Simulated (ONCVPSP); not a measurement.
# O: the cost of one run

Method: ONCVPSP 4.0.1.1 (patched build), PBEsol, scalar-relativistic.

### Step 1. The design

Typed settings, in words:

```
element                 : oxygen (O, Z = 8)
type                    : optimised norm-conserving Vanderbilt (ONCV)
frozen core             : [He]
valence charge          : 6
reference configuration : 2s2 2p4
partial waves           : 2s: rc 0.75 bohr, ncon 4, nbas 7, qcut 10.6 1/bohr, local; 2p: rc 0.78 bohr, ncon 3, nbas 6, qcut 13.3 1/bohr, 1 projector; d scattering state at 0.32 Ha: rc 1.15 bohr, ncon 4, nbas 8, qcut 9.8 1/bohr, 2 projectors, debl 1.3 Ha
local potential         : the s channel
core correction         : Teter function fitted to the true core (icmod 2), fcfact 0.65
```

### Step 2. Generation

Contents of O.dat:

```
# ATOM AND REFERENCE CONFIGURATION
# atsym  z   nc   nv     iexc    psfile
  O 8.00    1    2  -116133      upf
#
#   n    l    f
    1    0    2.00
    2    0    2.00
    2    1    4.00
#
# PSEUDOPOTENTIAL AND OPTIMIZATION
# lmax
    2
#
#   l,   rc,      ep,       ncon, nbas, qcut
    0    0.75    0.00    4    7   10.60
    1    0.78    0.00    3    6   13.30
    2    1.15    0.32    4    8    9.80
#
# LOCAL POTENTIAL
# lloc, lpopt,  rc(5),   dvloc0
    0    5    0.75    0.00
#
# VANDERBILT-KLEINMAN-BYLANDER PROJECTORs
# l, nproj, debl
    0    0    1.20
    1    1    0.70
    2    2    1.30
#
# MODEL CORE CHARGE
# icmod, fcfact, rcfact
    2    0.65    1.15
#
# LOG DERIVATIVE ANALYSIS
# epsh1, epsh2, depsh
   -2.00    5.00    0.02
#
# OUTPUT GRID
# rlmax, drl
    6.00    0.01
#
# TEST CONFIGURATIONS
# ncnf
    4
# nvcnf
#   n    l    f
    2
    2    0    2.00
    2    1    3.00
#
    2
    2    0    2.00
    2    1    2.00
#
    2
    2    0    2.00
    2    1    1.00
#
    2
    2    0    2.00
    2    1    0.00
#
```

The run is started by

```sh
oncvpsp.x < O.dat > O.out
```

**Question.** How long does this run take on 1 thread of Neoverse-N1, shared host?

About 3.5 s.
